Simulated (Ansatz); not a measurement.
Write a Python script for Ansatz 0.2.0, Python API that makes a geometry optimisation of AlFH₄OSi₂, SMILES O[Si]1(F)[AlH][SiH2]1. Level of theory: CAM-B3LYP, 6-31G* basis, multiplicity 1.

```yaml
atoms:
  - { symbol: O, position_ang: [-1.0495, 0.7190, 1.7793] }
  - { symbol: Si, position_ang: [0.2427, 0.5728, 0.7173] }
  - { symbol: F, position_ang: [1.4074, 1.7634, 0.8103] }
  - { symbol: Al, position_ang: [0.9011, -1.6281, 0.0900] }
  - { symbol: Si, position_ang: [-0.2848, -0.0702, -1.3386] }
  - { symbol: H, position_ang: [-1.5383, 1.6116, 1.4584] }
  - { symbol: H, position_ang: [1.4930, -3.0699, 0.3930] }
  - { symbol: H, position_ang: [-1.6593, -0.3887, -1.5597] }
  - { symbol: H, position_ang: [0.5761, 0.4438, -2.3670] }
```

`alfh4osi2_opt.py`
```python
"""Geometry optimisation of AlFH4OSi2."""

import ansatz as az
import numpy as np


def main() -> None:
    system = (
        az.Crystal.molecule()
        .atom("O", (-1.0495, 0.719, 1.7793))
        .atom("Si", (0.2427, 0.5728, 0.7173))
        .atom("F", (1.4074, 1.7634, 0.8103))
        .atom("Al", (0.9011, -1.6281, 0.09))
        .atom("Si", (-0.2848, -0.0702, -1.3386))
        .atom("H", (-1.5383, 1.6116, 1.4584))
        .atom("H", (1.493, -3.0699, 0.393))
        .atom("H", (-1.6593, -0.3887, -1.5597))
        .atom("H", (0.5761, 0.4438, -2.367))
    )

    setup = system.calculation().basis(gaussian="6-31G*").functional("CAM-B3LYP")
    symbols = [site.symbol for site in system.cartesian_sites]
    start = np.array([site.position_ang for site in system.cartesian_sites], dtype=float)
    summary = setup.relax(force_tolerance=0.005, max_steps=100).run().report
    end = np.array(summary["positions_ang"])

    print(f"E = {summary['free_energy_ev']:.6f} eV = {summary['free_energy_ev'] / 27.211386246:.7f} Ha")
    print("converged:", summary["converged"], " doubts:", summary["published_state_doubts"] or "none")

    print("final positions (A) and the move of each atom")
    for symbol, xyz, old in zip(symbols, end, start):
        print(f"{symbol:2s} {xyz[0]:10.5f} {xyz[1]:10.5f} {xyz[2]:10.5f}   {np.linalg.norm(xyz - old):7.4f}")
    with open("alfh4osi2_opt.xyz", "w") as handle:
        handle.write(f"{len(symbols)}\nrelaxed AlFH4OSi2\n")
        handle.writelines(f"{s:2s} {x:11.6f} {y:11.6f} {z:11.6f}\n" for s, (x, y, z) in zip(symbols, end))


if __name__ == "__main__":
    main()
```

Running `python alfh4osi2_opt.py` prints:
```text
E = -27179.567688 eV = -998.8306895 Ha
converged: True  doubts: none
final positions (A) and the move of each atom
O    -0.77750    0.71150    1.92233    0.3074
Si    0.31517    0.66610    0.67347    0.1260
F     1.19460    2.01932    0.69121    0.3535
Al    0.86101   -1.62606    0.13795    0.0625
Si   -0.41357   -0.19357   -1.37941    0.1829
H    -1.49235    1.35937    1.84896    0.4672
H     1.40676   -3.06993    0.50356    0.1402
H    -1.70181   -0.16019   -2.12883    0.6148
H     0.69610    0.24716   -2.28624    0.2441
```

`alfh4osi2_opt.xyz`, as written:
```text
9
relaxed AlFH4OSi2
O    -0.777499    0.711495    1.922327
Si    0.315171    0.666105    0.673470
F     1.194596    2.019324    0.691214
Al    0.861010   -1.626058    0.137951
Si   -0.413573   -0.193572   -1.379412
H    -1.492351    1.359372    1.848960
H     1.406758   -3.069929    0.503560
H    -1.701812   -0.160194   -2.128831
H     0.696099    0.247156   -2.286239
```

What to keep in mind:
- The settings weren't tested for convergence.
- The end point is the stationary point reached from this start; no frequency run checks that it is a minimum, and the basis set is modest.
- Wall time of the script: 3.3 min on 1 thread of Arm Neoverse V1 (shared host), peak memory 0.32 GiB.

(Lines on the test bed's own set-up are left out of the output.)
